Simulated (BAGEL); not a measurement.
# Be2S2 ((BeS)2 ring) at HF/STO-3G (density fitting with qzvpp-jkfit)

What is the vertical electron affinity of Be2S2 ((BeS)2 ring) at HF/STO-3G (density fitting with qzvpp-jkfit)? 

The results are computed with BAGEL 1.2.2.

4 further runs of the same task are left out: 4 set aside as unsound or not needed.

**1. The system as given**

Be2S2: 4 atoms, total charge 0, spin state singlet. The shape comes from GFN2-xTB, which is rough for such elements, and wasn't checked as a minimum.

Bond lengths: Be1–S2 1.971 Å, S2–Be3 1.976 Å, Be1–S4 1.975 Å, Be3–S4 1.972 Å. Angles: Be1–S2–Be3 60.4°, S2–Be1–S4 119.6°, S2–Be3–S4 119.6°, Be1–S4–Be3 60.4°.

**2. The energy at HF/STO-3G (density fitting with qzvpp-jkfit)**

The input, calc.json:

```json
{ "bagel": [

{
  "title": "molecule",
  "basis": "sto-3g",
  "df_basis": "qzvpp-jkfit",
  "angstrom": true,
  "geometry": [
    { "atom": "Be", "xyz": [      -0.163610,       0.458440,      -0.865020 ] },
    { "atom": "S", "xyz": [       1.547970,       0.711670,       0.078920 ] },
    { "atom": "Be", "xyz": [       0.163550,      -0.458440,       0.865820 ] },
    { "atom": "S", "xyz": [      -1.547910,      -0.711670,      -0.079720 ] }
  ]
},

{
  "title": "hf"
},

{
  "title": "print",
  "file": "orbitals.molden",
  "orbitals": true
}

]}
```

Command:

```
$ BAGEL_NUM_THREADS=1 BAGEL calc.json > calc.out
```

The log of the run:

```text
* using 1 threads per process

  ===============================================================
  ===============================================================

  *** Geometry ***

  { "atom" : "Be", "xyz" : [     -0.309178,      0.866326,     -1.634651 ] },
  { "atom" : "S", "xyz" : [      2.925239,      1.344861,      0.149137 ] },
  { "atom" : "Be", "xyz" : [      0.309065,     -0.866326,      1.636163 ] },
  { "atom" : "S", "xyz" : [     -2.925126,     -1.344861,     -0.150649 ] },

  Number of auxiliary basis functions:      358

  Since a DF basis is specified, we compute 2- and 3-index integrals:
    o Being stored without compression. Storage requirement is 0.002 GB

  Number of basis functions:       28
  Number of electrons      :       40

    * METHOD: MOLECULE                             0.16

  *** RHF ***

  === Nuclear Repulsion ===
   112.6218467434

      * DIIS with orbital gradients will be used.

  === RHF iteration (sto-3g) ===
      0       -815.29954743          0.01550150           0.02
      1       -815.37344761          0.00531260           0.02
      2       -815.38284889          0.00183573           0.02
      3       -815.38419948          0.00022317           0.02
      4       -815.38422594          0.00004242           0.02
      5       -815.38422687          0.00000765           0.02
      6       -815.38422691          0.00000190           0.02
      7       -815.38422691          0.00000044           0.02
      8       -815.38422691          0.00000011           0.02
      9       -815.38422691          0.00000002           0.02
     10       -815.38422691          0.00000001           0.02
    * SCF iteration converged.

    * Permanent dipole moment:
           (   -0.000059,     0.000436,    -0.001787) a.u.

    * METHOD: HF                                   0.35

    * METHOD: PRINT                                0.00

  ===============================================================
```

Run time: 1.1 s. Hardware: 1 thread of Intel Xeon at 2.50GHz (Skylake/Cascade Lake), shared host.

**3. The doublet anion at the same level**

The input, input.json:

```json
{ "bagel": [

{
  "title": "molecule",
  "basis": "sto-3g",
  "df_basis": "qzvpp-jkfit",
  "angstrom": true,
  "geometry": [
    { "atom": "Be", "xyz": [   -0.163610,    0.458440,   -0.865020 ] },
    { "atom": "S", "xyz": [    1.547970,    0.711670,    0.078920 ] },
    { "atom": "Be", "xyz": [    0.163550,   -0.458440,    0.865820 ] },
    { "atom": "S", "xyz": [   -1.547910,   -0.711670,   -0.079720 ] }
  ]
},
{ "title": "uhf", "charge": -1, "nopen": 1 },
{ "title": "print", "file": "orbitals.molden", "orbitals": true }

]}
```

Command:

```
$ BAGEL_NUM_THREADS=1 BAGEL input.json > input.out
```

The log of the run:

```text
* using 1 threads per process

  ===============================================================
  ===============================================================

  *** Geometry ***

  { "atom" : "Be", "xyz" : [     -0.309178,      0.866326,     -1.634651 ] },
  { "atom" : "S", "xyz" : [      2.925239,      1.344861,      0.149137 ] },
  { "atom" : "Be", "xyz" : [      0.309065,     -0.866326,      1.636163 ] },
  { "atom" : "S", "xyz" : [     -2.925126,     -1.344861,     -0.150649 ] },

  Number of auxiliary basis functions:      358

  Since a DF basis is specified, we compute 2- and 3-index integrals:
    o Being stored without compression. Storage requirement is 0.002 GB

  Number of basis functions:       28
  Number of electrons      :       40

    * METHOD: MOLECULE                             0.23

  *** Open-shell HF ***

  === Nuclear Repulsion ===
   112.6218467434

      * DIIS with orbital gradients will be used.

  === UHF iteration (sto-3g) ===
      0       -815.21387406          0.02133777           0.04
      1       -815.27650120          0.00773973           0.04
      2       -815.28844406          0.00303943           0.05
      3       -815.29150820          0.00118983           0.05
      4       -815.29373406          0.00032246           0.06
      5       -815.29443329          0.00010976           0.05
      6       -815.29456219          0.00002882           0.05
      7       -815.29456314          0.00000491           0.05
      8       -815.29456321          0.00000271           0.05
      9       -815.29456325          0.00000137           0.04
     10       -815.29456325          0.00000081           0.04
     11       -815.29456325          0.00000046           0.04
     12       -815.29456325          0.00000026           0.05
     13       -815.29456325          0.00000008           0.05
     14       -815.29456325          0.00000003           0.05
     15       -815.29456325          0.00000002           0.05
     16       -815.29456325          0.00000001           0.05
    * SCF iteration converged.

    * S^2 (UHF) is 0.9173

    * Permanent dipole moment:
           (    0.000585,    -0.001601,     0.003090) a.u.

    * METHOD: UHF                                  0.88

    * METHOD: PRINT                                0.00

  ===============================================================
```

It took 1.7 s on 1 thread of Intel Xeon at 2.50GHz (Skylake/Cascade Lake), shared host.

**4. Outcome**

At HF/STO-3G (density fitting with qzvpp-jkfit):

| quantity | value |
| --- | --- |
| singlet Be2S2: total energy | -815.38423 Eh |
| singlet Be2S2: dipole moment | 0.00 D |
| singlet Be2S2: HOMO energy | -5.89 eV |
| singlet Be2S2: LUMO energy | 3.20 eV |
| singlet Be2S2: HOMO–LUMO gap | 9.09 eV |
| doublet anion: total energy | -815.29456 Eh |
| doublet anion: ⟨S²⟩ | 0.917 |
| vertical electron affinity (to the doublet anion) | -2.440 eV |

In words: The anion lies 2.44 eV (56 kcal/mol) above the neutral: the electron isn't bound at this level, and such a value depends on the basis. Without diffuse functions anions come out too high. Hartree–Fock misses the correlation that binds many anions. In a minimal basis such a difference can be off by several eV, whatever the method. ⟨S²⟩ (doublet anion) is 0.92 where a pure doublet has 0.75: the reference is spin-contaminated.
